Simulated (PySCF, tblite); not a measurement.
# C8H9ClOSi: geometry, infrared bands and NMR shifts

What infrared bands and NMR shifts should C8H9ClOSi (`Cc1c([SiH3])cccc1C(=O)Cl`) show?

The runs use tblite 0.8.0 and PySCF 2.14.0, with density-fitted response routines of our own; the level of theory stands in each step. All values are computed, except where a source is named. Atoms count from 0, in the outputs and in this text.

## Step 1: The molecule as given

20 atoms, charge 0, multiplicity 1; geometry from: force field or distance geometry start.

Bonds of the start (Å): C0–C1 1.53, C1–C2 1.43, C2–Si3 1.88, C2–C4 1.41, C4–C5 1.40, C5–C6 1.38, C6–C7 1.41, C7–C8 1.50, C8–O9 1.23, C8–Cl10 1.76, C7–C1 1.41, C0–H11 1.11, C0–H12 1.09, C0–H13 1.09, Si3–H14 1.48, Si3–H15 1.50, Si3–H16 1.48, C4–H17 1.09, C5–H18 1.09, C6–H19 1.08.

## Step 2: Optimising the geometry with GFN2-xTB

What the job is given:

```
{"job": {"kind": "relax", "xc": "GFN2-xTB", "basis": "xTB"}, "charge": 0, "multiplicity": 1}
C     -0.056400    -1.659400     1.108800
C     -0.158900    -0.394500     0.263000
C      1.019200     0.311900    -0.126100
Si     2.785000    -0.209600     0.270500
C      0.856400     1.492700    -0.887900
C     -0.404900     1.954600    -1.281500
C     -1.535900     1.245400    -0.923700
C     -1.416500     0.074100    -0.154300
C     -2.678400    -0.677700     0.145700
O     -2.701000    -1.886900    -0.059100
Cl    -4.052300     0.226700     0.763500
H     -0.940900    -1.770100     1.763800
H      0.783400    -1.636700     1.802800
H      0.019100    -2.535200     0.458600
H      2.968900    -1.635700    -0.083000
H      3.020800    -0.043800     1.746900
H      3.751000     0.625200    -0.476500
H      1.726900     2.064600    -1.213400
H     -0.489100     2.864500    -1.867800
H     -2.501400     1.600500    -1.253400
```

Run with:

```bash
OMP_NUM_THREADS=1 python probes_run.py task.json out
```

The driver reads the jobs from task.json and runs them one after another.

What it wrote:

```text
step      E/eV     max force
  0    -872.00193    2.994
  1    -872.10787    3.117
  2    -872.19572    0.563
  3    -872.22688    0.511
  4    -872.25014    0.446
  5    -872.26185    0.279
  6    -872.27134    0.268
  7    -872.27779    0.214
  8    -872.28339    0.176
  9    -872.28699    0.155
 10    -872.28940    0.136
 11    -872.29110    0.118
 12    -872.29258    0.088
 13    -872.29392    0.119
 14    -872.29515    0.101
 15    -872.29631    0.084
 16    -872.29748    0.081
 17    -872.29876    0.101
 18    -872.30013    0.107
 19    -872.30132    0.093
 20    -872.30214    0.058
 21    -872.30271    0.059
 22    -872.30327    0.078
 23    -872.30405    0.088
 24    -872.30506    0.083
 25    -872.30620    0.087
 26    -872.30733    0.085
 27    -872.30838    0.077
 28    -872.30933    0.069
 29    -872.31020    0.070
 30    -872.31108    0.074
 31    -872.31210    0.071
 32    -872.31324    0.084
 33    -872.31429    0.072
 34    -872.31512    0.064
 35    -872.31577    0.080
 36    -872.31643    0.085
 37    -872.31702    0.119
 38    -872.31749    0.095
 39    -872.31794    0.053
 40    -872.31853    0.071
 41    -872.31899    0.069
 42    -872.31976    0.076
 43    -872.32024    0.055
 44    -872.32055    0.033
 45    -872.32075    0.033
 46    -872.32096    0.030
 47    -872.32117    0.037
 48    -872.32138    0.034
 49    -872.32159    0.032
 50    -872.32175    0.034
 51    -872.32187    0.025
 52    -872.32197    0.026
 53    -872.32209    0.028
 54    -872.32220    0.021
 55    -872.32228    0.019
 56    -872.32232    0.016
 57    -872.32236    0.016
 58    -872.32241    0.017
 59    -872.32245    0.014
 60    -872.32249    0.013
 61    -872.32251    0.012
 62    -872.32255    0.018
 63    -872.32260    0.019
 64    -872.32264    0.012
 65    -872.32267    0.012
 66    -872.32270    0.012
 67    -872.32274    0.018
 68    -872.32279    0.029
 69    -872.32288    0.037
 70    -872.32298    0.036
 71    -872.32309    0.024
 72    -872.32318    0.025
 73    -872.32325    0.032
 74    -872.32332    0.031
 75    -872.32342    0.027
 76    -872.32356    0.032
 77    -872.32374    0.042
 78    -872.32392    0.050
 79    -872.32408    0.050
 80    -872.32422    0.035
 81    -872.32436    0.036
 82    -872.32453    0.047
 83    -872.32467    0.039
 84    -872.32481    0.028
 85    -872.32489    0.033
 86    -872.32497    0.028
 87    -872.32503    0.035
 88    -872.32522    0.041
 89    -872.32533    0.028
 90    -872.32542    0.022
 91    -872.32548    0.036
 92    -872.32554    0.032
 93    -872.32563    0.046
 94    -872.32571    0.025
 95    -872.32577    0.014
 96    -872.32579    0.012
 97    -872.32582    0.011
 98    -872.32584    0.010
 99    -872.32585    0.014
100    -872.32587    0.018
101    -872.32589    0.017
102    -872.32591    0.014
103    -872.32593    0.014
104    -872.32595    0.017
105    -872.32597    0.012
106    -872.32598    0.008
```

Wall time 1.2 s (1 thread of Arm Neoverse V1, shared host).

Relaxation path: (not every step is listed)

| step | energy from step 0 (eV) | largest force (eV/Å) |
| --- | --- | --- |
| 0 | 0.0000 | 2.9940 |
| 1 | -0.1059 | 3.1174 |
| 2 | -0.1938 | 0.5632 |
| 3 | -0.2250 | 0.5108 |
| 4 | -0.2482 | 0.4455 |
| 5 | -0.2599 | 0.2792 |
| 6 | -0.2694 | 0.2676 |
| 7 | -0.2759 | 0.2142 |
| 8 | -0.2815 | 0.1756 |
| 17 | -0.2968 | 0.1007 |
| 26 | -0.3054 | 0.0847 |
| 35 | -0.3138 | 0.0802 |
| 44 | -0.3186 | 0.0327 |
| 53 | -0.3202 | 0.0277 |
| 62 | -0.3206 | 0.0179 |
| 71 | -0.3212 | 0.0240 |
| 80 | -0.3223 | 0.0352 |
| 89 | -0.3234 | 0.0276 |
| 98 | -0.3239 | 0.0101 |
| 101 | -0.3240 | 0.0166 |
| 102 | -0.3240 | 0.0137 |
| 103 | -0.3240 | 0.0143 |
| 104 | -0.3240 | 0.0170 |
| 105 | -0.3240 | 0.0122 |
| 106 | -0.3240 | 0.0078 |

Distances of close pairs at the start and the end, largest changes first:

| bond | before (Å) | after (Å) | change (Å) |
| --- | --- | --- | --- |
| Si3–H15 | 1.504 | 1.465 | -0.039 |
| C7–C8 | 1.499 | 1.461 | -0.039 |
| C8–O9 | 1.227 | 1.190 | -0.037 |
| C8–Cl10 | 1.757 | 1.789 | +0.032 |
| C0–C1 | 1.525 | 1.494 | -0.031 |
| C1–C2 | 1.428 | 1.398 | -0.029 |
| C2–C4 | 1.415 | 1.391 | -0.024 |
| C0–H11 | 1.106 | 1.088 | -0.018 |

The final coordinates are the input of the step that follows.

## Step 3: Infrared spectrum with GFN2-xTB

What the job is given:

```
{"job": {"kind": "ir", "xc": "GFN2-xTB", "basis": "xTB"}, "charge": 0, "multiplicity": 1}
C     -0.013598    -1.640215     1.064306
C     -0.148206    -0.394287     0.251302
C      0.990859     0.325584    -0.122977
Si     2.750143    -0.235891     0.308070
C      0.840429     1.487756    -0.872253
C     -0.406100     1.952485    -1.254225
C     -1.532502     1.247390    -0.891987
C     -1.418975     0.071960    -0.145157
C     -2.610066    -0.703008     0.192627
O     -2.697298    -1.855465     0.474599
Cl    -4.119844     0.256828     0.180895
H     -0.763477    -1.681235     1.851665
H      0.972959    -1.708864     1.513307
H     -0.170549    -2.513454     0.431446
H      2.973267    -1.589184    -0.204073
H      2.953411    -0.192094     1.758631
H      3.678310     0.693184    -0.338059
H      1.720215     2.041854    -1.166061
H     -0.496670     2.856486    -1.837074
H     -2.507457     1.590849    -1.198017
```

What it wrote:

```text
mode    cm-1     km/mol
  1      29.0      0.23
  2      59.0      0.73
  3     129.7      0.87
  4     139.6      0.59
  5     161.9      1.29
  6     165.0      0.84
  7     224.1      0.13
  8     243.1      1.42
  9     297.2      3.49
 10     359.1      8.80
 11     386.4      2.65
 12     414.4      3.74
 13     452.2      6.41
 14     462.4      2.37
 15     482.6      1.53
 16     551.0     84.43
 17     565.2     54.40
 18     608.5      9.54
 19     641.0      4.56
 20     678.3     91.47
 21     698.0     91.98
 22     772.5    229.48
 23     796.1     61.46
 24     798.4    123.11
 25     803.2    265.95
 26     810.8     43.19
 27     883.9    294.19
 28     905.9      1.07
 29     924.7      0.59
 30    1017.5     14.81
 31    1034.5     41.98
 32    1130.1     20.69
 33    1162.7     10.96
 34    1192.9      8.83
 35    1230.4     67.68
 36    1243.7     23.19
 37    1308.8      6.82
 38    1402.1     18.11
 39    1410.2     59.81
 40    1432.4     25.66
 41    1459.4      2.95
 42    1475.9      8.83
 43    1555.9     57.70
 44    1572.4     31.33
 45    1791.9    359.91
 46    2245.0    300.31
 47    2257.8    336.49
 48    2263.1    207.80
 49    3007.8      4.95
 50    3036.4      6.94
 51    3051.6     23.58
 52    3074.2     19.63
 53    3091.2     34.08
 54    3112.0     17.23
```

Wall time 1.1 s (1 thread of Arm Neoverse V1, shared host).

The strongest bands and the atoms that carry them (share of the mass-weighted mode):

| cm⁻¹ | km/mol | atoms |
| --- | --- | --- |
| 772 | 229.5 | H14 47 %, H15 45 % |
| 798 | 123.1 | H16 36 %, H14 29 % |
| 803 | 265.9 | H15 37 %, H16 32 % |
| 884 | 294.2 | C8 34 %, C2 14 %, C1 13 % |
| 1792 | 359.9 | C8 60 %, O9 38 % |
| 2245 | 300.3 | H15 95 % |
| 2258 | 336.5 | H14 86 % |
| 2263 | 207.8 | H16 86 %, H14 11 % |

## Step 4: Shielding tensors: PBE0/pcSseg-1

Settings changed since step 3:

```diff
@@ -1,2 +1,2 @@
-{"job": {"kind": "ir", "xc": "GFN2-xTB", "basis": "xTB"}, "charge": 0, "multiplicity": 1}
+{"job": {"kind": "nmr", "xc": "PBE0", "basis": "pcSseg-1"}, "charge": 0, "multiplicity": 1}
 C     -0.013598    -1.640215     1.064306
```

With the program's defaults for keys left out, this is: GIAO PBE0/pcSseg-1 NMR shielding, non-relativistic, gas phase.

What it wrote:

```text
coarse grid: 18608 points
cycle   1  E = -1134.1684420260  dE =  1.857e+00  |g| = 8.439e-01  |ddm| = 4.608e+00
cycle   2  E = -1133.6494232045  dE =  5.190e-01  |g| = 1.861e+00  |ddm| = 2.566e+00
cycle   3  E = -1134.3043079583  dE = -6.549e-01  |g| = 2.134e-01  |ddm| = 1.950e+00
cycle   4  E = -1134.3140992196  dE = -9.791e-03  |g| = 8.963e-02  |ddm| = 3.472e-01
cycle   5  E = -1134.3157132910  dE = -1.614e-03  |g| = 3.078e-02  |ddm| = 1.227e-01
cycle   6  E = -1134.3159451629  dE = -2.319e-04  |g| = 9.814e-03  |ddm| = 4.943e-02
cycle   7  E = -1134.3159691231  dE = -2.396e-05  |g| = 3.335e-03  |ddm| = 1.343e-02
cycle   8  E = -1134.3159717845  dE = -2.661e-06  |g| = 7.272e-04  |ddm| = 4.155e-03
final grid: 172896 points
cycle   9  E = -1134.3903813417  dE = -3.498e-05  |g| = 1.164e-02  |ddm| = 6.387e-02
cycle  10  E = -1134.3903152830  dE =  6.606e-05  |g| = 2.186e-02  |ddm| = 3.216e-02
cycle  11  E = -1134.3904078051  dE = -9.252e-05  |g| = 2.867e-03  |ddm| = 2.210e-02
cycle  12  E = -1134.3904095299  dE = -1.725e-06  |g| = 4.550e-04  |ddm| = 3.281e-03
cycle  13  E = -1134.3904095707  dE = -4.076e-08  |g| = 1.990e-04  |ddm| = 7.586e-04
cycle  14  E = -1134.3904095809  dE = -1.024e-08  |g| = 5.579e-05  |ddm| = 2.671e-04
cycle  15  E = -1134.3904095817  dE = -7.756e-10  |g| = 1.557e-05  |ddm| = 8.851e-05
converged SCF energy = -1134.3904095817

GIAO shielding tensors (ppm)
atom      isotropic    diamagn.    paramagn.     s11        s22        s33       span
  0 C      159.310     247.221     -87.911    148.771    155.445    173.714     24.943
  1 C       30.307     257.773    -227.465    -65.725    -16.352    172.999    238.724
  2 C       49.692     258.377    -208.685    -41.764     15.917    174.923    216.686
  3 Si     418.183     882.021    -463.838    368.099    426.748    459.704     91.605
  4 C       37.427     253.306    -215.879    -78.769     27.498    163.552    242.321
  5 C       56.229     254.943    -198.714    -52.186     43.577    177.297    229.483
  6 C       41.966     250.609    -208.643    -59.125     14.979    170.043    229.168
  7 C       51.942     262.118    -210.176    -32.741     39.097    149.470    182.211
  8 C        9.005     244.339    -235.334    -88.549     38.742     76.823    165.372
  9 O     -256.934     399.792    -656.726   -680.449   -332.489    242.136    922.585
 10 Cl     497.246    1145.979    -648.734    123.770    429.626    938.342    814.571
 11 H       28.683      30.040      -1.357     23.104     29.623     33.323     10.219
 12 H       29.395      31.804      -2.409     23.022     30.486     34.678     11.657
 13 H       28.522      29.474      -0.952     23.522     27.723     34.320     10.798
 14 H       27.003      29.469      -2.466     22.927     26.320     31.762      8.836
 15 H       26.922      29.396      -2.474     23.156     25.847     31.762      8.606
 16 H       27.333      29.281      -1.949     23.179     26.399     32.420      9.241
 17 H       23.627      32.358      -8.731     19.461     22.838     28.582      9.121
 18 H       24.106      30.217      -6.111     20.539     24.754     27.025      6.486
 19 H       22.909      31.581      -8.673     18.007     21.400     29.319     11.311
```

Run time: 59 s. Hardware: 1 thread of Arm Neoverse V1, shared host; peak memory 1.1 GiB.

The references, computed at this level on geometries of the same kind, shield at (ppm): 1H TMS 31.72, 13C TMS 186.9, 29Si TMS 349.2, 17O H2O 336.1, 35Cl HCl 950. Their shielding less the atom's gives the shift. The references are single molecules in the gas phase, so shifts against H2O, NH3, PH3, H3PO4 or CFCl3 are not on the usual liquid scales and can be off by tens of ppm. Atoms listed in one row are averaged.

| atoms | environment | σ (ppm) | δ (ppm) | δ scaled to CDCl3 |
| --- | --- | --- | --- | --- |
| C8 | carbonyl carbon | 9.0 | 177.9 | 171.7 |
| C1 | substituted aromatic carbon | 30.3 | 156.6 | 150.9 |
| C4 | aromatic CH | 37.4 | 149.5 | 144.0 |
| C6 | aromatic CH | 42.0 | 145.0 | 139.6 |
| C2 | substituted aromatic carbon | 49.7 | 137.2 | 132.0 |
| C7 | substituted aromatic carbon | 51.9 | 135.0 | 129.8 |
| C5 | aromatic CH | 56.2 | 130.7 | 125.6 |
| C0 | methyl carbon on an aromatic ring | 159.3 | 27.6 | 25.0 |
| H19 | hydrogen on an aromatic CH | 22.91 | 8.81 | 8.41 |
| H17 | hydrogen on an aromatic CH | 23.63 | 8.09 | 7.73 |
| H18 | hydrogen on an aromatic CH | 24.11 | 7.61 | 7.28 |
| H14, H15, H16 | hydrogen on a silicon bonded to C | 27.09 | 4.63 | – |
| H11, H12, H13 | hydrogen on a methyl carbon on an aromatic ring | 28.87 | 2.85 | 2.79 |
| Si3 | silicon bonded to C, 3 H | 418.2 | -69.0 | – |
| O9 | carbonyl oxygen | -256.9 | 593.0 | – |
| Cl10 | chlorine bonded to C | 497 | 453 | – |

The scaled column applies a straight-line fit of computed shieldings to shifts measured in CDCl3, with any fitted terms for Cl, Br or S neighbours (root-mean-square error 0.16 ppm for H, 1.9 ppm for C).

Charges from the same density, by scheme (e):

| atoms | Mulliken | IAO | Hirshfeld | ESP fit |
| --- | --- | --- | --- | --- |
| C0 | -0.10 | -0.42 | -0.12 | -0.63 |
| C1 | -0.23 | 0.06 | 0.03 | 0.27 |
| C2 | -0.32 | -0.28 | -0.09 | -0.15 |
| Si3 | 0.53 | 0.59 | 0.31 | 0.36 |
| C4 | -0.06 | -0.11 | -0.03 | -0.14 |
| C5 | -0.03 | -0.16 | -0.05 | -0.14 |
| C6 | 0.03 | -0.12 | -0.04 | -0.23 |
| C7 | -0.18 | -0.08 | -0.03 | -0.05 |
| C8 | 0.31 | 0.36 | 0.18 | 0.45 |
| O9 | -0.31 | -0.36 | -0.18 | -0.37 |
| Cl10 | -0.15 | -0.11 | -0.06 | -0.17 |

Mayer bond orders: C0–C1 1.15, C1–C2 1.39, C2–Si3 0.86, C2–C4 1.44, C4–C5 1.42, C5–C6 1.46, C6–C7 1.36, C7–C8 0.97, C8–O9 2.03, C8–Cl10 0.98, C7–C1 1.30.

Ring of atoms C1, C2, C4, C5, C6, C7: NICS(0) -7.8, NICS(1) -10.9, NICS(1)zz -25.9 ppm (means of both faces).

## Step 5: Results

| quantity | value |
| --- | --- |
| strongest single infrared mode (GFN2-xTB) | 1792 cm⁻¹, 360 km/mol |
| zero-point energy (GFN2-xTB) | 87.2 kcal/mol |
| 13C shifts against TMS (PBE0/pcSseg-1) | 177.9, 156.6, 149.5, 145.0, 137.2, 135.0, 130.7, 27.6 ppm |
| 1H shifts against TMS (PBE0/pcSseg-1, means over atoms taken as alike) | 8.81, 8.09, 7.61, 4.63, 2.85 ppm |
| 29Si shifts against TMS (PBE0/pcSseg-1) | -69.0 ppm |
| 17O shifts against H2O (PBE0/pcSseg-1) | 593.0 ppm |
| 35Cl shifts against HCl (PBE0/pcSseg-1) | 453 ppm |

Over 106 steps the energy fell by 0.324 eV; of the close pairs, Si3–H15 changed most, 1.504 to 1.465 Å. No mode is imaginary among the 54: a minimum at this level. The strongest single mode, at 1792 cm⁻¹, moves mainly C8 and O9. GFN2-xTB is a fitted tight-binding method: band positions and strengths are rough. Its intensities can rank the bands wrongly. At PBE0/pcSseg-1: The largest span, 923 ppm, is at O9, where the paramagnetic term is -657 ppm. NICS(1)zz of -26 ppm above the planar ring from C1 marks a diatropic (aromatic) ring current.
